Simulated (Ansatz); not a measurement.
Ba3CaO4, space group Pm-3m, a relaxation of the ions

With Ansatz's Python interface.

The script reads `ba3cao4.extxyz`:
```text
8
Lattice="5.478772 0.0 0.0 0.0 5.478772 0.0 0.0 0.0 5.478772" Properties=species:S:1:pos:R:3 pbc="T T T"
Ba    0.00000000    0.00000000    2.73938600
Ba    0.00000000    2.73938600    0.00000000
Ba    2.73938600    0.00000000    0.00000000
Ca    2.73938600    2.73938600    2.73938600
O     0.00000000    0.00000000    0.00000000
O     2.73938600    2.73938600    0.00000000
O     2.73938600    0.00000000    2.73938600
O     0.00000000    2.73938600    2.73938600
```

At the Python prompt:
```pycon
>>> import json
>>> import warnings
>>> import ansatz as az
>>> from ase import Atoms
>>> from ase.data import atomic_numbers
>>> from ase.io import write
>>> from ase.neighborlist import neighbor_list
>>> import numpy as np
>>> import spglib
>>> warnings.simplefilter("ignore", az.DeckWarning)
>>> structure = az.Crystal.from_extxyz("ba3cao4.extxyz")
>>> # push one atom off its site
>>> calc = (
...     structure.move(3, to=(0.5, 0.5, 0.518252)).calculation()
...     .functional(az.Functional.R2SCAN)
...     .pseudopotentials("paw")
...     .basis(550)  # a bare number is in eV
...     .kpoints(length=14)  # sampling of the Brillouin zone
...     .occupations("Fixed")
...     .relax(force_tolerance=0.02)
... )
>>> done = calc.run(threads=1, pin="off", events_out="events.ndjson")
>>> with open("events.ndjson") as stream:
...     events = [json.loads(line) for line in stream]
...
>>> steps = [e["data"] for e in events if e["event"] == "relax_step"]
>>> summary = done.report
>>> summary["n_electrons"]
64.0
>>> summary["converged"], summary["free_energy_ev"]
(True, -22000.980786164986)
>>> for s in steps:
...     flag = "" if s["accepted"] else "  (rejected)"
...     print("step %2d  E = %.5f eV  largest force component = %.4f eV/A%s" % (s["step"], s["lagrangian_ev"], s["allowed_force_max_ev_ang"], flag))
...
step  1  E = -22000.81761 eV  largest force component = 0.3553 eV/A
step  2  E = -22000.63692 eV  largest force component = 1.3607 eV/A  (rejected)
step  3  E = -22000.85748 eV  largest force component = 0.3436 eV/A
step  4  E = -22000.90578 eV  largest force component = 0.5327 eV/A
step  5  E = -22000.95094 eV  largest force component = 0.4072 eV/A
step  6  E = -22000.87987 eV  largest force component = 1.4049 eV/A  (rejected)
step  7  E = -22000.98052 eV  largest force component = 0.0428 eV/A
step  8  E = -22000.98079 eV  largest force component = 0.0065 eV/A
>>> first, last = steps[0], steps[-1]
>>> symbols = [site.symbol for site in done.lattice.sites]
>>> print(f"energy gained {first['lagrangian_ev'] - last['lagrangian_ev']:.4f} eV in {len(steps) - 1} steps")
energy gained 0.1632 eV in 7 steps
>>> final = Atoms(symbols, positions=last["positions_ang"], cell=done.lattice.cell_ang, pbc=True)
>>> i, j, d = neighbor_list("ijd", final, 4.5)
>>> print("neighbours within 1.1 times the shortest distance of each atom (A)")
neighbours within 1.1 times the shortest distance of each atom (A)
>>> for atom in range(len(final)):
...     near = [m for m in np.argsort(d) if i[m] == atom]
...     shell = [m for m in near if d[m] < 1.1 * d[near[0]]]
...     print(f"{symbols[atom]}{atom} ({len(shell)}):", ", ".join(f"{symbols[j[m]]} {d[m]:.3f}" for m in shell))
...
Ba0 (6): O 2.734, O 2.740, O 2.740, O 2.740, O 2.740, O 2.745
Ba1 (6): O 2.708, O 2.739, O 2.739, O 2.766, O 2.766, O 2.771
Ba2 (6): O 2.708, O 2.739, O 2.739, O 2.766, O 2.766, O 2.771
Ca3 (1): O 2.199
O4 (6): Ba 2.734, Ba 2.739, Ba 2.739, Ba 2.739, Ba 2.739, Ba 2.745
O5 (1): Ca 2.199
O6 (6): Ba 2.708, Ba 2.740, Ba 2.740, Ca 2.746, Ca 2.746, Ba 2.771
O7 (6): Ba 2.708, Ba 2.740, Ba 2.740, Ca 2.746, Ca 2.746, Ba 2.771
>>> relaxed = Atoms(symbols, positions=[site.position_ang for site in done.lattice.sites], cell=done.lattice.cell_ang, pbc=True)
>>> write("relaxed.vasp", relaxed, format="vasp")
>>> fractions = [site.position_frac for site in done.lattice.sites]
>>> numbers = [atomic_numbers[s] for s in symbols]
>>> for tolerance in (1e-3, 1e-2, 1e-1):
...     print(f"space group at {tolerance} A:", spglib.get_spacegroup((done.lattice.cell_ang, fractions, numbers), symprec=tolerance))
...
space group at 0.001 A: P4mm (99)
space group at 0.01 A: P4mm (99)
space group at 0.1 A: P4mm (99)
>>> for key in ("converged", "n_iterations", "n_electrons", "n_kpoints", "n_pw", "n_symmetry_ops", "free_energy_ev", "fermi_energy_ev"):
...     print(f"{key:18s} {summary[key]}")
...
converged          True
n_iterations       2
n_electrons        64.0
n_kpoints          6
n_pw               4801
n_symmetry_ops     8
free_energy_ev     -22000.980786164986
fermi_energy_ev    7.701546882245087
```

File `relaxed.vasp` afterwards:
```text
Ba Ca O
 1.0000000000000000
     5.4787720000000002    0.0000000000000000    0.0000000000000000
     0.0000000000000000    5.4787720000000002    0.0000000000000000
     0.0000000000000000    0.0000000000000000    5.4787720000000002
 Ba  Ca  O
   3   1   4
Cartesian
 -0.0000000000000000  0.0000000000000000  2.7949804707850321
 -0.0000000000000000  2.7393860000000001  0.0464893017249206
  2.7393860000000001  0.0000000000000000  0.0464893017249206
  2.7393860000000001  2.7393860000000001  2.9450155889524696
 -0.0000000000000000  0.0000000000000000  0.0504438265691985
  2.7393860000000001  2.7393860000000001 -0.3346126574346393
  2.7393860000000001  0.0000000000000000  2.7543683571110487
 -0.0000000000000000  2.7393860000000001  2.7543683571110487
```

Absolute energies stand on the zero of these potentials, so only differences at equal settings mean something. A total without «per atom» is that of the cell as typed. The Fermi level of a run with fixed occupations marks the highest occupied state on its mesh, not mid-gap. Only differences from the Fermi energy are physical; the zero of the scale is a convention. Energies along a relaxation are free energies. A last row that repeats the one before re-solves the same geometry more tightly. The cell relaxed to the group P4mm; tensors and edges are in the axes of the typed cell. This cell is a computed structure, which may not be the phase found in nature. Run time: 92 s on 1 thread of Arm Neoverse V1, with other jobs on the host, peak memory 0.87 GiB.
